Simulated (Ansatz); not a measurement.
ClH₃SSeSi, SMILES S[SiH](Cl)[SeH], a rigid scan of one bond angle

Program: the Ansatz DFT code, driven from Python.

Typed at the interpreter:
```pycon
>>> from dataclasses import dataclass
>>> import warnings
>>> import ansatz as az
>>> from ase import Atoms
>>> @dataclass
... class Settings:
...     basis_set: str = "def2-SVP"
...     xc: str = "pbe0"
...     dispersion: str = "d4"
...     force_tol: float = 0.02
...
>>> settings = Settings()
>>> warnings.simplefilter("ignore", az.DeckWarning)
>>> atoms = Atoms(["S", "Si", "Cl", "Se", "H", "H", "H"], positions=[
...     [0.1872, 1.4187, -1.1576],
...     [-0.0267, 0.2203, 0.5737],
...     [1.7522, 0.2656, 1.6158],
...     [-0.4105, -1.9077, -0.0618],
...     [-1.1786, 1.1635, -1.579],
...     [-1.1054, 0.7406, 1.4332],
...     [0.843, -1.9689, -0.87],
... ])
>>> # start the scan from a relaxed geometry
>>> first = (
...     az.Crystal.molecule_from_ase(atoms).calculation()
...     .basis(gaussian=settings.basis_set)
...     .functional(settings.xc, dispersion=settings.dispersion)
...     .relax(force_tolerance=settings.force_tol, max_steps=80)
... )
>>> atoms.positions = first.run().report["positions_ang"]
>>> rows = []
>>> for angle in [85, 95, 105, 115, 125, 140, 160]:
...     bent = atoms.copy()
...     bent.set_angle(1, 0, 4, angle, indices=[4])
...     base = (
...         az.Crystal.molecule_from_ase(bent).calculation()
...         .basis(gaussian=settings.basis_set)
...         .functional(settings.xc, dispersion=settings.dispersion)
...     )
...     rows.append((angle, base.run().report["free_energy_ev"]))
...
>>> floor = min(e for _, e in rows)
>>> for angle, e in rows:
...     print(f"angle Si1-S0-H4 = {angle:3d} deg   {1000 * (e - floor):9.1f} meV")
...
angle Si1-S0-H4 =  85 deg        38.7 meV
angle Si1-S0-H4 =  95 deg         0.0 meV
angle Si1-S0-H4 = 105 deg        65.6 meV
angle Si1-S0-H4 = 115 deg       227.1 meV
angle Si1-S0-H4 = 125 deg       471.5 meV
angle Si1-S0-H4 = 140 deg       947.7 meV
angle Si1-S0-H4 = 160 deg      1606.4 meV
```

The scan is rigid, and the energies are electronic, in a modest basis. The zero is the lowest point of the grid, which needn't be the minimum. It ran for 49 s on 1 thread of AMD EPYC 9B14 (Zen 4), with other jobs on the host, peak memory 0.32 GiB.
